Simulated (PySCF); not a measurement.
# Si (triplet) at other levels of theory

Starting from one script, swap the method and compare what comes out for Si (triplet).

Method: each script names its method and basis; program: PySCF 2.14.0.

4 further runs of the same task are left out: 4 that didn't finish.

## (1) The atom

Si (triplet): 1 atom, charge 0, spin multiplicity 3.

## (2) Base script

input.py

```python
from pyscf import gto, scf
from pyscf.prop.polarizability import uhf as pol

mol = gto.M(
    atom='Si 0 0 0',
    basis='jorge-tzp-dkh',
    charge=0,
    spin=2,
    verbose=4,
)
mf = scf.UHF(mol)
mf = mf.sfx2c1e()
mf = mf.density_fit(auxbasis='def2-universal-jkfit')
mf.kernel()
print('polarizability (a.u.)')
print(pol.Polarizability(mf).polarizability().round(4))
mf.dip_moment()
print('orbital energies (hartree):', [e[max(0, n-3):n+3].round(4) for e, n in zip(mf.mo_energy, mol.nelec)])
```

Launch:

```
> OMP_NUM_THREADS=1 python input.py
```

## (3) Tpssh (UKS)

Variant 1 changes functional: none (Hartree–Fock) → tpssh; SCF type: UHF → UKS; step after the SCF: polarizability → analyze.

input.py

```python
from pyscf import gto, dft

mol = gto.M(
    atom='Si 0 0 0',
    basis='jorge-tzp-dkh',
    charge=0,
    spin=2,
    verbose=4,
)
mf = dft.UKS(mol, xc='tpssh')
mf = mf.sfx2c1e()
mf = mf.density_fit(auxbasis='def2-universal-jkfit')
mf.kernel()
mf.analyze()
print('orbital energies (hartree):', [e[max(0, n-3):n+3].round(4) for e, n in zip(mf.mo_energy, mol.nelec)])
```

## (4) EOM-EE

Variant 2 changes step after the SCF: polarizability → eomee; frozen orbitals: none → 5; number of roots: none → 3.

input.py

```python
from pyscf import gto, scf, cc

mol = gto.M(
    atom='Si 0 0 0',
    basis='jorge-tzp-dkh',
    charge=0,
    spin=2,
    verbose=4,
)
mf = scf.UHF(mol)
mf = mf.sfx2c1e()
mf = mf.density_fit(auxbasis='def2-universal-jkfit')
mf.kernel()
mycc = cc.CCSD(mf, frozen=5)
mycc.kernel()
e = mycc.eeccsd(nroots=3)[0]
print('roots (eV) =', (e*27.211386).round(3))
mf.dip_moment()
print('orbital energies (hartree):', [e[max(0, n-3):n+3].round(4) for e, n in zip(mf.mo_energy, mol.nelec)])
```

## (5) Population analysis

Variant 3 changes step after the SCF: polarizability → analyze.

input.py

```python
from pyscf import gto, scf

mol = gto.M(
    atom='Si 0 0 0',
    basis='jorge-tzp-dkh',
    charge=0,
    spin=2,
    verbose=4,
)
mf = scf.UHF(mol)
mf = mf.sfx2c1e()
mf = mf.density_fit(auxbasis='def2-universal-jkfit')
mf.kernel()
mf.analyze()
print('orbital energies (hartree):', [e[max(0, n-3):n+3].round(4) for e, n in zip(mf.mo_energy, mol.nelec)])
```

## (6) Revpbe (UKS)

Variant 4 changes functional: none (Hartree–Fock) → revpbe; SCF type: UHF → UKS; step after the SCF: polarizability → analyze.

input.py

```python
from pyscf import gto, dft

mol = gto.M(
    atom='Si 0 0 0',
    basis='jorge-tzp-dkh',
    charge=0,
    spin=2,
    verbose=4,
)
mf = dft.UKS(mol, xc='revpbe')
mf = mf.sfx2c1e()
mf = mf.density_fit(auxbasis='def2-universal-jkfit')
mf.kernel()
mf.analyze()
print('orbital energies (hartree):', [e[max(0, n-3):n+3].round(4) for e, n in zip(mf.mo_energy, mol.nelec)])
```

## (7) Slater, (UKS)

Variant 5 changes functional: none (Hartree–Fock) → slater,; SCF type: UHF → UKS; step after the SCF: polarizability → analyze.

input.py

```python
from pyscf import gto, dft

mol = gto.M(
    atom='Si 0 0 0',
    basis='jorge-tzp-dkh',
    charge=0,
    spin=2,
    verbose=4,
)
mf = dft.UKS(mol, xc='slater,')
mf = mf.sfx2c1e()
mf = mf.density_fit(auxbasis='def2-universal-jkfit')
mf.kernel()
mf.analyze()
print('orbital energies (hartree):', [e[max(0, n-3):n+3].round(4) for e, n in zip(mf.mo_energy, mol.nelec)])
```

## (8) RHF

Variant 6 changes SCF type: UHF → RHF.

input.py

```python
from pyscf import gto, scf
from pyscf.prop.polarizability import rhf as pol

mol = gto.M(
    atom='Si 0 0 0',
    basis='jorge-tzp-dkh',
    charge=0,
    spin=2,
    verbose=4,
)
mf = scf.RHF(mol)
mf = mf.sfx2c1e()
mf = mf.density_fit(auxbasis='def2-universal-jkfit')
mf.kernel()
print('polarizability (a.u.)')
print(pol.Polarizability(mf).polarizability().round(4))
mf.dip_moment()
print('orbital energies (hartree):', mf.mo_energy[..., max(0, mol.nelec[1]-3):mol.nelec[0]+3].round(4))
```

What does the calculation give? Wanted: for each run, E(SCF); from base; gap, α spin; after the SCF.

The runs gave:

```
                        run  E(SCF) (hartree)  from base (eV)  cycles  gap, α spin (eV)                                                after the SCF
                       base       -289.456956               0       8              8.05                                                          n/a
                tpssh (UKS)       -289.994444  not comparable       7              1.30                                                          n/a
                     EOM-EE       -289.456956          0.0000       8              8.05  CCSD correlation -2.037 eV, core frozen, first root 0.01 eV
        population analysis       -289.456956          0.0000       8              8.05                                                          n/a
               revpbe (UKS)       -289.930699  not comparable       7              0.30                                                          n/a
slater, (UKS) (poor choice)       -287.772430  not comparable       8              0.11                                                          n/a
                        RHF       -289.452727         +0.1151       7               n/a                                                          n/a
```

**Reading.** The α-spin gap between the frontier levels is 0.3 eV with revpbe (0 % exact exchange) and 1.3 eV with tpssh (10 %). Total energies of different functionals can't be compared with each other; differences within one functional can. The dearest run is “EOM-EE”, at 13 s against 1 s. Rows marked «poor choice» come from settings spoiled on purpose.
